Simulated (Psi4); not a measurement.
**doublet [C6H10O2]+ at 4 levels**

Aim: a comparison of 4 runs (UHF/def2-SVP, UPBE/def2-SVP, USVWN5/def2-SVP, UMP2/def2-SVP) of doublet [C6H10O2]+. 

The calculation is run with Psi4 1.11.

### 1 Starting point

[C6H10O2]+: 18 atoms, total charge +1, spin state doublet. SMILES of the parent species: `CCC(=O)CC(C)=O`. Geometry: relaxed at PBE0-D4/def2-TZVP. This is one conformer, not always the lowest. That shape belongs to the parent species and isn't relaxed for this state.

Some bond lengths: C1–C2 1.513 Å, C2–C3 1.503 Å, C3–O4 1.205 Å, C3–C5 1.523 Å, C5–C6 1.523 Å, C6–C7 1.498 Å, C6–O8 1.205 Å, C1–H9 1.091 Å, C1–H10 1.091 Å, C1–H11 1.091 Å, C2–H12 1.097 Å, C2–H13 1.098 Å, C5–H14 1.090 Å, C5–H15 1.090 Å, C7–H16 1.094 Å, C7–H17 1.094 Å. Some angles: C1–C2–C3 114.0°, C2–C3–O4 123.5°, C2–C3–C5 115.7°, O4–C3–C5 120.8°, C3–C5–C6 107.0°, C5–C6–C7 115.9°, C5–C6–O8 120.7°, C7–C6–O8 123.4°, C1–C2–H12 112.3°, C1–C2–H13 111.6°.

### 2 A single-point energy at UHF/def2-SVP (density fitting) (run 1)

File c6h10o2.dat:

```
memory 2200 MB

molecule {
  1 2
  C
  C 1 1.512608
  C 2 1.502781 1 113.96842
  O 3 1.205239 2 123.4663 1 5.21276
  C 3 1.522709 4 120.79326 2 177.33865
  C 5 1.522779 3 107.03124 4 -85.36498
  C 6 1.497989 5 115.87473 3 87.93943
  O 6 1.204854 7 123.38061 5 177.64564
  H 1 1.091162 2 110.91581 3 60.7988
  H 1 1.090841 9 107.28182 2 121.38341
  H 1 1.091233 10 108.51988 9 -116.83578
  H 2 1.097351 3 106.97755 4 129.96616
  H 2 1.097874 12 104.65981 3 -113.06191
  H 5 1.089787 3 111.05917 4 156.63757
  H 5 1.090248 14 111.26299 6 -122.1345
  H 7 1.094377 6 109.23676 8 -113.57644
  H 7 1.093655 16 106.74534 6 118.55436
  H 7 1.088227 17 110.92449 16 -119.43033
  symmetry c1
}

set {
  basis         def2-SVP
  reference     uhf
  puream        true
  e_convergence 1e-09
  d_convergence 1e-08
  scf_type      df
  maxiter       100
}

e, wfn = energy('hf', return_wfn=True)
print_variables()
```

Command:

```sh
psi4 -i c6h10o2.dat -o c6h10o2.out -n 1
```

c6h10o2.out:

```text
[...]
  Running in c1 symmetry.
[...]
  Nuclear repulsion =  373.195551112410101
[...]
  Multiplicity = 2
[...]
  Nalpha       = 31
  Nbeta        = 30
[...]
    Number of basis functions: 162
[...]
   @DF-UHF iter   1:  -381.87951465820515   -4.49949e-01   3.82436e-03 DIIS/ADIIS
[...]
   @DF-UHF iter  31:  -382.12705566366333   -1.64846e-12   8.01642e-09 DIIS
[...]
   @S^2 Observed:                1.031442943E+00
[...]
  @DF-UHF Final Energy:  -382.12705566366333
   => Energetics <=
    Nuclear Repulsion Energy =            373.1955511124101008
    One-Electron Energy =               -1246.9471837811793193
    Two-Electron Energy =                 491.6245770051058344
    Total Energy =                       -382.1270556636633273
  UHF NO Occupations:
  HONO-2 :   29  A 1.9836274
  HONO-1 :   30  A 1.8736624
[...]
 Multipole Moments:
 ------------------------------------------------------------------------------------
     Multipole            Electronic (a.u.)      Nuclear  (a.u.)        Total (a.u.)
 ------------------------------------------------------------------------------------
 L = 1.  Multiply by 2.5417464519 to convert [e a0] to [Debye]
 Dipole X            :         -1.1983794            1.5483718            0.3499924
 Dipole Y            :         -1.3829971            1.1530973           -0.2298999
 Dipole Z            :          3.6934957           -2.7686608            0.9248349
 Magnitude           :                                                    1.0152183
[...]
```

Wall time 14 s (1 thread of Intel Xeon Platinum 8259CL at 2.50GHz (Skylake/Cascade Lake), shared host); peak memory 0.39 GiB.

### 3 Energy and gradient at UPBE/def2-SVP (density fitting) (run 2)

File c6h10o2.json:

```json
{
  "schema_name": "qcschema_input",
  "schema_version": 1,
  "molecule": {
    "schema_name": "qcschema_molecule",
    "schema_version": 2,
    "symbols": ["C", "C", "C", "O", "C", "C", "C", "O", "H", "H", "H", "H", "H", "H", "H", "H", "H", "H"],
    "geometry": [5.13185365, -0.37437364, 1.12971607, 3.03960557, 0.70634183, -0.49049731, 0.57043273, 1.0253654, 0.87556681, 0.30906471, 0.63768808, 3.10463105, -1.67314461, 1.77696617, -0.76195647, -2.97019593, -0.65700108, -1.58308027, -4.94477076, -1.66008661, 0.17993972, -2.3508193, -1.71403829, -3.50221053, 4.63049041, -2.24979454, 1.82488962, 5.48111283, 0.81585146, 2.77613996, 6.88217468, -0.52955795, 0.05051238, 2.65958165, -0.45712475, -2.16445451, 3.54856551, 2.56870472, -1.25001604, -1.05376798, 2.78014618, -2.45048345, -2.93997921, 2.93814618, 0.37448703, -6.57532095, -0.38801747, 0.17153044, -4.21123577, -1.67512883, 2.11203351, -5.53368501, -3.54412465, -0.396748],
    "molecular_charge": 1,
    "molecular_multiplicity": 2,
    "fix_symmetry": "c1",
    "fix_com": true,
    "fix_orientation": true
  },
  "driver": "gradient",
  "model": {
    "method": "pbe",
    "basis": "def2-SVP"
  },
  "keywords": {
    "reference": "uks",
    "puream": true,
    "e_convergence": 1e-09,
    "d_convergence": 1e-08,
    "scf_type": "df",
    "dft_radial_points": 99,
    "dft_spherical_points": 590,
    "maxiter": 100,
    "scf_properties": ["MULLIKEN_CHARGES", "DIPOLE", "WIBERG_LOWDIN_INDICES"]
  }
}
```

Command:

```sh
psi4 --qcschema c6h10o2.json -n 1 --memory 2200MB
```

stdout:

```text
[...]
  Running in c1 symmetry.
[...]
  Nuclear repulsion =  373.195529283237533
[...]
  Multiplicity = 2
[...]
  Nalpha       = 31
  Nbeta        = 30
[...]
    Number of basis functions: 162
[...]
   @DF-UKS iter   1:  -383.44195497371794    2.48396e-01   6.51201e-03 DIIS/ADIIS
[...]
   @DF-UKS iter  20:  -384.03379456216555   -3.06954e-12   9.12884e-09 DIIS
[...]
   @S^2 Observed:                7.541804458E-01
[...]
  @DF-UKS Final Energy:  -384.03379456216555
   => Energetics <=
    Nuclear Repulsion Energy =            373.1955292832375335
    One-Electron Energy =               -1248.4307765294890942
    Two-Electron Energy =                 543.7681822727511189
    DFT Exchange-Correlation Energy =     -52.5667295886651402
    Empirical Dispersion Energy =           0.0000000000000000
    VV10 Nonlocal Energy =                  0.0000000000000000
    Total Energy =                       -384.0337945621655535
[...]
 Multipole Moments:
 ------------------------------------------------------------------------------------
     Multipole            Electronic (a.u.)      Nuclear  (a.u.)        Total (a.u.)
 ------------------------------------------------------------------------------------
 L = 1.  Multiply by 2.5417464519 to convert [e a0] to [Debye]
 Dipole X            :         17.6230725          -18.5234167           -0.9003441
 Dipole Y            :          3.9742069           -3.4484289            0.5257780
 Dipole Z            :          5.7276833           -6.0346136           -0.3069303
 Magnitude           :                                                    1.0868616
[...]
```

Wall time 4.8 min (1 thread of Intel Xeon Platinum 8259CL at 2.50GHz (Skylake/Cascade Lake), shared host); peak memory 1.5 GiB.

Run 3 isn't shown in full; the table further down has it.

### 4 The energy at UMP2/def2-SVP (fitted SCF) (run 4)

File c6h10o2.json:

```json
{
 "schema_name": "qcschema_input",
 "schema_version": 1,
 "molecule": {
  "schema_name": "qcschema_molecule",
  "schema_version": 2,
  "symbols": ["C", "C", "C", "O", "C", "C", "C", "O", "H", "H", "H", "H", "H", "H", "H", "H", "H", "H"],
  "geometry": [5.13185365, -0.37437364, 1.12971607, 3.03960557, 0.70634183, -0.49049731, 0.57043273, 1.0253654, 0.87556681, 0.30906471, 0.63768808, 3.10463105, -1.67314461, 1.77696617, -0.76195647, -2.97019593, -0.65700108, -1.58308027, -4.94477076, -1.66008661, 0.17993972, -2.3508193, -1.71403829, -3.50221053, 4.63049041, -2.24979454, 1.82488962, 5.48111283, 0.81585146, 2.77613996, 6.88217468, -0.52955795, 0.05051238, 2.65958165, -0.45712475, -2.16445451, 3.54856551, 2.56870472, -1.25001604, -1.05376798, 2.78014618, -2.45048345, -2.93997921, 2.93814618, 0.37448703, -6.57532095, -0.38801747, 0.17153044, -4.21123577, -1.67512883, 2.11203351, -5.53368501, -3.54412465, -0.396748],
  "molecular_charge": 1,
  "molecular_multiplicity": 2,
  "fix_symmetry": "c1",
  "fix_com": true,
  "fix_orientation": true
 },
 "driver": "energy",
 "model": {
  "method": "mp2",
  "basis": "def2-SVP"
 },
 "keywords": {
  "reference": "uhf",
  "puream": true,
  "e_convergence": 1e-09,
  "d_convergence": 1e-08,
  "scf_type": "df",
  "num_frozen_docc": 8,
  "mp2_type": "conv",
  "maxiter": 100
 }
}
```

Command:

```sh
psi4 --qcschema c6h10o2.json -n 1 --memory 2200MB
```

stdout:

```text
[...]
  Running in c1 symmetry.
[...]
  Nuclear repulsion =  373.195529283237533
[...]
  Multiplicity = 2
[...]
  Nalpha       = 31
  Nbeta        = 30
[...]
    Number of basis functions: 162
[...]
   @DF-UHF iter   1:  -381.87951466919657   -4.49951e-01   3.82436e-03 DIIS/ADIIS
[...]
   @DF-UHF iter  31:  -382.12705567627370   -1.87583e-12   8.01112e-09 DIIS
[...]
   @S^2 Observed:                1.031442781E+00
[...]
  @DF-UHF Final Energy:  -382.12705567627370
   => Energetics <=
    Nuclear Repulsion Energy =            373.1955292832375335
    One-Electron Energy =               -1246.9471406806708274
    Two-Electron Energy =                 491.6245557211595951
    Total Energy =                       -382.1270556762736987
  UHF NO Occupations:
  HONO-2 :   29  A 1.9836274
  HONO-1 :   30  A 1.8736625
[...]
 Multipole Moments:
 ------------------------------------------------------------------------------------
     Multipole            Electronic (a.u.)      Nuclear  (a.u.)        Total (a.u.)
 ------------------------------------------------------------------------------------
 L = 1.  Multiply by 2.5417464519 to convert [e a0] to [Debye]
 Dipole X            :         17.4467719          -18.5234167           -1.0766448
 Dipole Y            :          4.0486732           -3.4484289            0.6002443
 Dipole Z            :          5.6688674           -6.0346136           -0.3657462
 Magnitude           :                                                    1.2857789
[...]
	SCS-MP2 Total Energy (a.u.)        :  -383.26356016658514
	SOS-MP2 Total Energy (a.u.)        :  -383.16510814023559
	SCSN-MP2 Total Energy (a.u.)       :  -382.64688237539940
[...]
	SOS-PI-MP2 Total Energy (a.u.)     :  -383.33811688422924
[...]
	MP2 Total Energy (a.u.)            :  -383.28745547529064
[...]
```

The result, in JSON:

```text
{
 "driver": "energy",
 "model": {
  "method": "mp2",
  "basis": "def2-SVP"
 },
 "success": true,
 "return_result": -383.28745547529064,
 "properties": {
  "calcinfo_nbasis": 162,
  "calcinfo_nmo": 162,
  "calcinfo_nalpha": 31,
  "calcinfo_nbeta": 30,
  "calcinfo_natom": 18,
  "nuclear_repulsion_energy": 373.19552928323753,
  "return_energy": -383.28745547529064,
  "scf_one_electron_energy": -1246.9471406806708,
  "scf_two_electron_energy": 491.6245557211596,
  "scf_dipole_moment": [-1.0766447562415493, 0.6002442961987384, -0.3657461662164998],
  "scf_total_energy": -382.1270556762737,
  "scf_iterations": 31,
  "mp2_same_spin_correlation_energy": -0.29535607904871736,
  "mp2_opposite_spin_correlation_energy": -0.8650437199682421,
  "mp2_singles_energy": 0.0,
  "mp2_doubles_energy": -1.1603997990169597,
  "mp2_correlation_energy": -1.1603997990169432,
  "mp2_total_energy": -383.28745547529064
 }
}
```

Wall time 60 s (1 thread of Intel Xeon Platinum 8259CL at 2.50GHz (Skylake/Cascade Lake), shared host); peak memory 1.5 GiB.

### 5 Overview of the runs

```
run                              level      task         integration grid  energy (Eh)  HOMO energy (eV)  LUMO energy (eV)   ⟨S²⟩  wall time
  1     UHF/def2-SVP (density fitting)    energy                        –  -382.127056            -14.49             -7.45  1.031       14 s
  2    UPBE/def2-SVP (density fitting)  gradient  99 radial × 590 angular  -384.033795            -12.02            -11.68  0.754    4.8 min
  3  USVWN5/def2-SVP (density fitting)  gradient  99 radial × 590 angular  -381.246788            -12.21            -11.92  0.753    2.6 min
  4         UMP2/def2-SVP (fitted SCF)    energy                        –  -383.287455            -14.49             -7.45  1.031       60 s
```

### 6 Results

```
                                                         quantity          value
                                              run 4: total energy  -383.28746 Eh
run 4: HOMO energy (Hartree–Fock orbitals) (highest over α and β)      -14.49 eV
 run 4: LUMO energy (Hartree–Fock orbitals) (lowest over α and β)       -7.45 eV
               run 4: correlation energy (8 core orbitals frozen)    -1160.4 mEh
                         run 4: ⟨S²⟩ of the reference determinant          1.031
```

**Reading.** Totals of different functionals can't be ranked against each other. Spin contamination of the reference: run 1 ⟨S²⟩ = 1.03, run 4 ⟨S²⟩ = 1.03. All runs together took 8.6 min, the longest 4.8 min.
